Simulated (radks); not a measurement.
# Ionising indium step by step, In¹⁷⁺ to In³³⁺

Wanted: the ionisation ladder of indium and its errors against NIST. Each value is a difference of total energies (Δ-SCF).

Method: scalar-relativistic Kohn-Sham, exchange-only LDA, spin-polarised, spherical densities, point nucleus; open shells are filled with parallel spins first. Code: radks (a radial shooting solver on a logarithmic mesh, Libxc functionals) version 1.

## Step 1: What is computed

| Quantity | Value |
| --- | --- |
| element | indium (Z = 49) |
| charges | 17 to 33 |
| first configuration | [Ar] 3d10 4s2 4p2 |
| last configuration | [Ne] 3s2 3p4 |

Outer shells as boxes (Hund's rule):

In¹⁷⁺
```
[Ar] core
3d [↑↓][↑↓][↑↓][↑↓][↑↓]
4s [↑↓]
4p [↑ ][↑ ][  ]
```

In³³⁺
```
[Ne] core
3s [↑↓]
3p [↑↓][↑ ][↑ ]
```

## Step 2: In¹⁷⁺, [Ar] 3d10 4s2 4p2

Input:

```text
Z 49
configuration [Ar] 3d10 4s2 4p2
relativity scalar-relativistic
functional lda,
spin polarised
nucleus point
c 137.035999084
```

## Step 3: In¹⁸⁺, [Ar] 3d10 4s2 4p1

Input:

```text
Z 49
configuration [Ar] 3d10 4s2 4p1
relativity scalar-relativistic
functional lda,
spin polarised
nucleus point
c 137.035999084
```

## Step 4: In¹⁹⁺, [Ar] 3d10 4s2

Input:

```text
Z 49
configuration [Ar] 3d10 4s2 4p0 5s0
relativity scalar-relativistic
functional lda,
spin polarised
nucleus point
c 137.035999084
```

## Step 5: In²⁰⁺, [Ar] 3d10 4s1

Input:

```text
Z 49
configuration [Ar] 3d10 4s1 4p0 5s0
relativity scalar-relativistic
functional lda,
spin polarised
nucleus point
c 137.035999084
```

## Step 6: In²¹⁺, [Ar] 3d10

Input:

```text
Z 49
configuration [Ar] 3d10
relativity scalar-relativistic
functional lda,
spin polarised
nucleus point
c 137.035999084
```

## Step 7: In²²⁺, [Ar] 3d9

Input:

```text
Z 49
configuration [Ar] 3d9 4s0 4p0
relativity scalar-relativistic
functional lda,
spin polarised
nucleus point
c 137.035999084
```

## Step 8: In²³⁺, [Ar] 3d8

Input:

```text
Z 49
configuration [Ar] 3d8
relativity scalar-relativistic
functional lda,
spin polarised
nucleus point
c 137.035999084
```

## Step 9: In²⁴⁺, [Ar] 3d7

Input:

```text
Z 49
configuration [Ar] 3d7
relativity scalar-relativistic
functional lda,
spin polarised
nucleus point
c 137.035999084
```

## Step 10: In²⁵⁺, [Ar] 3d6

Input:

```text
Z 49
configuration [Ar] 3d6 4s0 4p0
relativity scalar-relativistic
functional lda,
spin polarised
nucleus point
c 137.035999084
```

## Step 11: In²⁶⁺, [Ar] 3d5

Input:

```text
Z 49
configuration [Ar] 3d5
relativity scalar-relativistic
functional lda,
spin polarised
nucleus point
c 137.035999084
```

## Step 12: In²⁷⁺, [Ar] 3d4

Input:

```text
Z 49
configuration [Ar] 3d4
relativity scalar-relativistic
functional lda,
spin polarised
nucleus point
c 137.035999084
```

## Step 13: In²⁸⁺, [Ar] 3d3

Input:

```text
Z 49
configuration [Ar] 3d3
relativity scalar-relativistic
functional lda,
spin polarised
nucleus point
c 137.035999084
```

## Step 14: In²⁹⁺, [Ar] 3d2

Input:

```text
Z 49
configuration [Ar] 3d2
relativity scalar-relativistic
functional lda,
spin polarised
nucleus point
c 137.035999084
```

## Step 15: In³⁰⁺, [Ar] 3d1

Input:

```text
Z 49
configuration [Ar] 3d1
relativity scalar-relativistic
functional lda,
spin polarised
nucleus point
c 137.035999084
```

## Step 16: In³¹⁺, [Ar]

Input:

```text
Z 49
configuration [Ar] 4s0 3d0
relativity scalar-relativistic
functional lda,
spin polarised
nucleus point
c 137.035999084
```

## Step 17: In³²⁺, [Ne] 3s2 3p5

Input:

```text
Z 49
configuration [Ne] 3s2 3p5
relativity scalar-relativistic
functional lda,
spin polarised
nucleus point
c 137.035999084
```

## Step 18: In³³⁺, [Ne] 3s2 3p4

Input:

```text
Z 49
configuration [Ne] 3s2 3p4
relativity scalar-relativistic
functional lda,
spin polarised
nucleus point
c 137.035999084
```

**Question.** What will these runs give? Wanted: for each run, species; configuration; Δ-SCF; −ε(HOMO); NIST; error.

**Answer**, as computed:

| species | configuration | Δ-SCF (eV) | −ε(HOMO) (eV) | NIST (eV) | error (%) |
| --- | --- | --- | --- | --- | --- |
| In¹⁷⁺ | [Ar] 3d10 4s2 4p2 | 458.33 | 444.45 | 462 (theory) | -0.8 |
| In¹⁸⁺ | [Ar] 3d10 4s2 4p1 | 486.21 | 472.46 | 497.1 (semi-emp.) | -2.2 |
| In¹⁹⁺ | [Ar] 3d10 4s2 | 562.46 | 549.01 | 560 (theory) | +0.4 |
| In²⁰⁺ | [Ar] 3d10 4s1 | 595.24 | 581.56 | 593.4 (semi-emp.) | +0.3 |
| In²¹⁺ | [Ar] 3d10 | 1044.0 | 1010.6 | 1043 (theory) | +0.1 |
| In²²⁺ | [Ar] 3d9 | 1112.1 | 1078.1 | 1109 (theory) | +0.3 |
| In²³⁺ | [Ar] 3d8 | 1181.5 | 1146.9 | 1181 (theory) | +0.0 |
| In²⁴⁺ | [Ar] 3d7 | 1252.1 | 1217.0 | 1255 (theory) | -0.2 |
| In²⁵⁺ | [Ar] 3d6 | 1323.8 | 1288.2 | 1328 (theory) | -0.3 |
| In²⁶⁺ | [Ar] 3d5 | 1418.4 | 1381.0 | 1413 (theory) | +0.4 |
| In²⁷⁺ | [Ar] 3d4 | 1494.8 | 1456.8 | 1496 (theory) | -0.1 |
| In²⁸⁺ | [Ar] 3d3 | 1572.5 | 1533.9 | 1575 (theory) | -0.2 |
| In²⁹⁺ | [Ar] 3d2 | 1651.2 | 1612.1 | 1659 (theory) | -0.5 |
| In³⁰⁺ | [Ar] 3d1 | 1731.0 | 1691.4 | 1738 (theory) | -0.4 |
| In³¹⁺ | [Ar] | 1977.0 | 1941.9 | 1961 (semi-emp.) | +0.8 |
| In³²⁺ | [Ne] 3s2 3p5 | 2048.4 | 2013.4 | 2029 (semi-emp.) | +1.0 |

Reference values: NIST Atomic Spectra Database (exp. measured, semi-emp. semi-empirical, theory a theoretical value adopted there). The steepest step, after dividing by the final charge, comes at In²¹⁺ in [Ar] 3d10, where the value goes from 595.24 to 1044.0 eV. There the highest level belongs to another shell. Against the measured or semi-empirical entries the Δ-SCF values err by -0.0 % on average (signed), at worst -2.2 % (In¹⁸⁺). Minus the highest eigenvalue gives 97 to 98 % of the Δ-SCF value along the ladder. Open shells are spherical and high-spin; term and fine-structure splittings are not resolved. Spin-orbit splitting is averaged out at the scalar-relativistic level.
